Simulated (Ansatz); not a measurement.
This script for a rigid scan of one bond length of C2H6AlS, SMILES C[CH2][Al][SH] with Ansatz 0.2.0 through its Python package holds a mistake.

`scan.py`
```python
from dataclasses import dataclass

import ansatz as az
import matplotlib.pyplot as plt
import numpy as np


@dataclass
class Settings:
    xc: str = "b3lyp"


cfg = Settings()


def main() -> None:
    geometry_ang = [
        ("C", (-1.0518, 0.4395, -0.0745)),
        ("C", (-0.4858, -0.7323, 0.5924)),
        ("Al", (1.4687, -0.5328, 0.7517)),
        ("S", (2.8416, -0.2624, -1.0993)),
        ("H", (-2.1967, 0.3371, -0.1854)),
        ("H", (-0.9028, 1.4177, 0.5067)),
        ("H", (-0.655, 0.6117, -1.1039)),
        ("H", (-0.8788, -0.8348, 1.6006)),
        ("H", (-0.6934, -1.6233, 0.038)),
        ("H", (2.6372, 1.1284, -1.0234)),
    ]
    c2h6als = az.Crystal.molecule()
    for symbol, xyz in geometry_ang:
        c2h6als = c2h6als.atom(symbol, xyz)

    symbols = [site.symbol for site in c2h6als.cartesian_sites]
    start = np.array([site.position_ang for site in c2h6als.cartesian_sites])
    axis = (start[9] - start[3]) / np.linalg.norm(start[9] - start[3])
    moving = [9]
    lengths, energies = [1.2, 1.3, 1.41, 1.55, 1.76, 2.11, 2.53, 3.1], []
    for length in lengths:
        xyz = start.copy()
        xyz[moving] += (length - np.linalg.norm(start[9] - start[3])) * axis
        point = az.Crystal.molecule()
        for symbol, xyz in zip(symbols, xyz):
            point = point.atom(symbol, xyz.tolist())
        calculation = (
            point.calculation()
            .functional(cfg.xc)
            .spin("collinear", total=1)
        )
        rep = calculation.run(threads=1).report
        energies.append(rep["free_energy_ev"])
        print(f"r = {length:6.3f} A  E = {energies[-1]:.5f} eV  <S^2> = {abs(rep['mean_field']['state']['spin_squared']):.3f}")

    print("energy above the lowest point (eV):", [round(e - min(energies), 3) for e in energies])
    plt.figure(figsize=(4.5, 3))
    plt.plot(lengths, np.array(energies) - min(energies), "o-")
    plt.xlabel("bond length (A)")
    plt.ylabel("E - E(min) (eV)")
    plt.tight_layout()
    plt.savefig("scan.png", dpi=100)


if __name__ == "__main__":
    main()
```

Output of `python scan.py`:
```text
Traceback (most recent call last):
  File "scan.py", line 63, in <module>
    main()
    ~~~~^^
  File "scan.py", line 49, in main
    rep = calculation.run(threads=1).report
          ~~~~~~~~~~~~~~~^^^^^^^^^^^
  ...
ansatz.RefusalError: crystal.periodic: [false, false, false] — plane waves serve no molecule in free space; run it in a periodic box (the manual's SCF settings, § Molecules in a box). Leave crystal.periodic out and type crystal.lattice, kpoints, scf.occupations.method, an open shell's moments and, for an ion, output.charged_corrections. Or set basis.gaussian
```
(Library frames cut from the traceback.)

Why does it end like this?

The fault: no basis is stated. The correction:

The script, `scan.py`:
```python
from dataclasses import dataclass

import ansatz as az
import matplotlib.pyplot as plt
import numpy as np


@dataclass
class Settings:
    basis: str = "cc-pVDZ"
    xc: str = "b3lyp"


cfg = Settings()


def main() -> None:
    geometry_ang = [
        ("C", (-1.0518, 0.4395, -0.0745)),
        ("C", (-0.4858, -0.7323, 0.5924)),
        ("Al", (1.4687, -0.5328, 0.7517)),
        ("S", (2.8416, -0.2624, -1.0993)),
        ("H", (-2.1967, 0.3371, -0.1854)),
        ("H", (-0.9028, 1.4177, 0.5067)),
        ("H", (-0.655, 0.6117, -1.1039)),
        ("H", (-0.8788, -0.8348, 1.6006)),
        ("H", (-0.6934, -1.6233, 0.038)),
        ("H", (2.6372, 1.1284, -1.0234)),
    ]
    c2h6als = az.Crystal.molecule()
    for symbol, xyz in geometry_ang:
        c2h6als = c2h6als.atom(symbol, xyz)

    symbols = [site.symbol for site in c2h6als.cartesian_sites]
    start = np.array([site.position_ang for site in c2h6als.cartesian_sites])
    axis = (start[9] - start[3]) / np.linalg.norm(start[9] - start[3])
    moving = [9]
    lengths, energies = [1.2, 1.3, 1.41, 1.55, 1.76, 2.11, 2.53, 3.1], []
    for length in lengths:
        xyz = start.copy()
        xyz[moving] += (length - np.linalg.norm(start[9] - start[3])) * axis
        point = az.Crystal.molecule()
        for symbol, xyz in zip(symbols, xyz):
            point = point.atom(symbol, xyz.tolist())
        calculation = (
            point.calculation()
            .basis(gaussian=cfg.basis)
            .functional(cfg.xc)
            .spin("collinear", total=1)
        )
        rep = calculation.run(threads=1).report
        energies.append(rep["free_energy_ev"])
        print(f"r = {length:6.3f} A  E = {energies[-1]:.5f} eV  <S^2> = {abs(rep['mean_field']['state']['spin_squared']):.3f}")

    print("energy above the lowest point (eV):", [round(e - min(energies), 3) for e in energies])
    plt.figure(figsize=(4.5, 3))
    plt.plot(lengths, np.array(energies) - min(energies), "o-")
    plt.xlabel("bond length (A)")
    plt.ylabel("E - E(min) (eV)")
    plt.tight_layout()
    plt.savefig("scan.png", dpi=100)


if __name__ == "__main__":
    main()
```

With that change:

Running `python scan.py` prints:
```text
r =  1.200 A  E = -19604.64405 eV  <S^2> = 0.753
r =  1.300 A  E = -19605.03092 eV  <S^2> = 0.753
r =  1.410 A  E = -19605.05926 eV  <S^2> = 0.753
r =  1.550 A  E = -19604.76575 eV  <S^2> = 0.753
r =  1.760 A  E = -19604.03749 eV  <S^2> = 0.753
r =  2.110 A  E = -19602.76052 eV  <S^2> = 0.768
r =  2.530 A  E = -19602.16369 eV  <S^2> = 0.860
r =  3.100 A  E = -19602.11462 eV  <S^2> = 0.893
energy above the lowest point (eV): [0.415, 0.028, 0.0, 0.294, 1.022, 2.299, 2.896, 2.945]
```

Notes:
- Total energies depend on the basis set; only differences at equal settings carry meaning.
- The rest of the molecule is held rigid at a force-field or estimated start geometry, and the basis set is modest; single-reference methods fail as a bond breaks.
- The species is open-shell (spin multiplicity 2).
- The expectation value of S² is noticeably off S(S+1) in at least one run, so that state is spin-contaminated.
- b3lyp holds the VWN-RPA fit, as in Gaussian; the form of ORCA and Turbomole is b3lyp5.
- Run time: 82 s on 1 thread of Arm Neoverse V2 (shared host), peak memory 0.38 GiB.

(Lines on the test bed's own set-up are left out of the output.)
